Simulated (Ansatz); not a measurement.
# CH₈AlNSSi: basis-set convergence

An exercise on one series of results from a longer session: the logs are not shown, and one member is left open.

Computed with Ansatz 0.2.0, Gaussian basis. Level: one geometry, several basis sets.

Plan: PBE0-D4/def2-SVP; ωB97M-V/def2-SVP; PBE0-D4/def2-QZVPP; ωB97M-V/def2-QZVPP; the functionals' def2-TZVPP values are taken from earlier runs.

### Structure used throughout

An earlier PBE0-D4 in a triple-zeta def2 set relaxation fixed the geometry.

SMILES `CS[SiH2][AlH][NH2]`, 13 atoms, charge 0, spin multiplicity 1.

Atoms are counted from 1 here; the program's logs count them from 0.

Bond lengths: C1–S2 1.814 Å, C1–H6 1.090 Å, C1–H7 1.090 Å, C1–H8 1.092 Å, S2–Si3 2.151 Å, Si3–Al4 2.450 Å, Si3–H9 1.496 Å, Si3–H10 1.489 Å, Al4–N5 1.771 Å, Al4–H11 1.586 Å, N5–H12 1.007 Å, N5–H13 1.008 Å. Angles: S2–C1–H6 106.9°, S2–C1–H7 110.9°, S2–C1–H8 111.7°, H6–C1–H7 108.8°, H6–C1–H8 108.7°, H7–C1–H8 109.7°, C1–S2–Si3 99.8°, S2–Si3–Al4 106.7°, S2–Si3–H9 109.4°, S2–Si3–H10 103.8°, Al4–Si3–H9 115.0°, Al4–Si3–H10 113.6°, H9–Si3–H10 107.6°, Si3–Al4–N5 117.2°, Si3–Al4–H11 125.4°, N5–Al4–H11 117.1°, Al4–N5–H12 125.2°, Al4–N5–H13 124.7° and more.

Geometry (Å):

```xyz
13
CH8AlNSSi
C    -2.0263   -0.4456    0.0809
S    -1.2127   -1.6095   -1.0484
Si    0.7920   -1.5335   -0.2734
Al    1.5728    0.7703   -0.5639
N     1.0341    1.9633    0.6292
H    -3.0610   -0.3551   -0.2490
H    -2.0151   -0.8237    1.1037
H    -1.5602    0.5410    0.0480
H     0.7996   -2.0314    1.1369
H     1.5317   -2.5242   -1.1040
H     2.4000    1.3117   -1.8043
H     0.5416    1.7498    1.4815
H     1.2238    2.9520    0.5776
```

The first run:

The input, in.yaml:

```yaml
crystal:
  periodic: [false, false, false]
  atoms:
    - {symbol: C, position_ang: [-2.026258, -0.445566, 0.080923]}
    - {symbol: S, position_ang: [-1.212704, -1.609479, -1.048423]}
    - {symbol: Si, position_ang: [0.791996, -1.533543, -0.273369]}
    - {symbol: Al, position_ang: [1.572837, 0.770325, -0.563946]}
    - {symbol: N, position_ang: [1.034149, 1.963273, 0.629158]}
    - {symbol: H, position_ang: [-3.060989, -0.355109, -0.248976]}
    - {symbol: H, position_ang: [-2.015119, -0.823651, 1.103674]}
    - {symbol: H, position_ang: [-1.560223, 0.540985, 0.047990]}
    - {symbol: H, position_ang: [0.799603, -2.031445, 1.136901]}
    - {symbol: H, position_ang: [1.531745, -2.524187, -1.104016]}
    - {symbol: H, position_ang: [2.399979, 1.311742, -1.804333]}
    - {symbol: H, position_ang: [0.541577, 1.749840, 1.481493]}
    - {symbol: H, position_ang: [1.223809, 2.952015, 0.577625]}
basis:
  gaussian: {orbitals: def2-SVP}
hamiltonian: {xc: pbe0, dispersion: d4}
output: {orbitals: {seedname: orbitals}}
```

Among the steps run: PBE0-D4 in def2-SVP; ωB97M-V in def2-SVP; PBE0-D4 in def2-QZVPP; ωB97M-V in def2-QZVPP.

One table of the session follows, with a row left open; its other results are not shown here.

It belongs to the step «Functionals by basis». 

| functional | basis | HOMO (eV) |
| --- | --- | --- |
| PBE0-D4 | def2-SVP | -6.36 |
| PBE0-D4 | def2-TZVPP | -6.46 |
| PBE0-D4 | def2-QZVPP | -6.49 |
| ωB97M-V | def2-SVP | -8.38 |
| ωB97M-V | def2-TZVPP | -8.51 |
| ωB97M-V | def2-QZVPP | ? |

**Question.** Estimate the row for ωB97M-V, def2-QZVPP.

As computed: HOMO (eV): -8.55. In the column «HOMO (eV)» it is the lowest.
